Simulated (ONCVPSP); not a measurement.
# Ca: generating and testing an ONCV potential

Task: generate the file, and judge it by its errors in other configurations, its logarithmic derivatives, its ghosts and its cutoff.

The numbers are computed with ONCVPSP 4.0.1 (PBE, scalar-relativistic, spin-unpolarised reference atom).

### 1 Settings

Typed settings, in words:

| Quantity | Value |
| --- | --- |
| element | calcium (Ca, Z = 20) |
| type | optimised norm-conserving Vanderbilt (ONCV) |
| frozen core | [Ar] |
| valence charge | 2 |
| reference configuration | 4s2 |
| partial waves | 4s: rc 3.00 bohr, ncon 4, nbas 7, qcut 2 1/bohr, 3 projectors, debl 2.4 Ha; p scattering state at 0.25 Ha: rc 3.00 bohr, ncon 4, nbas 8, qcut 3.1 1/bohr, 2 projectors, debl 2.6 Ha; d scattering state at 0.34 Ha: rc 2.25 bohr, ncon 4, nbas 8, qcut 4.9 1/bohr, 2 projectors, debl 3.6 Ha |
| local potential | polynomial inside 2.05 bohr (lpopt 5, dvloc0 7.5 Ha) |
| core correction | Teter function, fcfact 4, rcfact 1.35 |

### 2 Generating the potential

Ca.dat

```
# ATOM AND REFERENCE CONFIGURATION
# atsym  z   nc   nv     iexc    psfile
  Ca 20.00    5    1        4      upf
#
#   n    l    f
    1    0    2.00
    2    0    2.00
    2    1    6.00
    3    0    2.00
    3    1    6.00
    4    0    2.00
#
# PSEUDOPOTENTIAL AND OPTIMIZATION
# lmax
    2
#
#   l,   rc,      ep,       ncon, nbas, qcut
    0    3.00    0.00    4    7    2.00
    1    3.00    0.25    4    8    3.10
    2    2.25    0.34    4    8    4.90
#
# LOCAL POTENTIAL
# lloc, lpopt,  rc(5),   dvloc0
    4    5    2.05    7.50
#
# VANDERBILT-KLEINMAN-BYLANDER PROJECTORs
# l, nproj, debl
    0    3    2.40
    1    2    2.60
    2    2    3.60
#
# MODEL CORE CHARGE
# icmod, fcfact, rcfact
    3    4.00    1.35
#
# LOG DERIVATIVE ANALYSIS
# epsh1, epsh2, depsh
   -2.00    5.00    0.02
#
# OUTPUT GRID
# rlmax, drl
    6.00    0.01
#
# TEST CONFIGURATIONS
# ncnf
    4
# nvcnf
#   n    l    f
    1
    4    0    1.00
#
    1
    4    0    1.50
#
    2
    4    0    1.00
    4    1    1.00
#
    2
    4    0    0.00
    3    2    1.00
#
```

Run with:

```console
oncvpsp.x < Ca.dat > Ca.out
```

**Question.** What will these runs give? Wanted: cutoffs for 1 and 0.1 mHa per electron, occupied waves; bound ghosts; GHOST(+) flags; largest test error; largest phase difference near zero energy, channels read; rms error of d²Exc/dn², without and with the model core; projector energies reset by the program.

**Answer**, as computed:

| quantity | value |
| --- | --- |
| cutoffs for 1 and 0.1 mHa per electron, occupied waves | 1.8 Ha and 4.5 Ha |
| bound ghosts | none found |
| GHOST(+) flags | s at 152 eV |
| largest test error (AE − PS) | +335 meV, for 3d1 4s0 |
| largest phase difference near zero energy, channels read | 0.101 rad |
| rms error of d²Exc/dn², without and with the model core | 3.12 and 0.47 mHa |
| projector energies reset by the program | p: 0.050, 2.650 Ha; d: -0.072, 3.528 Ha |

What this shows: The worst unpolarised test, 3d1 4s0, is off by 335 meV on 7.7 eV; by total energies transferability rates as poor. The potential is soft on the atom at that tolerance: the looser tolerance needs 1.8 Ha. That counts occupied waves only; other projectors can need more. No bound ghost shows below the valence levels. Near zero energy the largest phase difference among the channels read is 0.10 rad, in the p channel. The program also flags highly localised states, GHOST(+) (s). These are tests on the free atom; a crystal test is still owed.
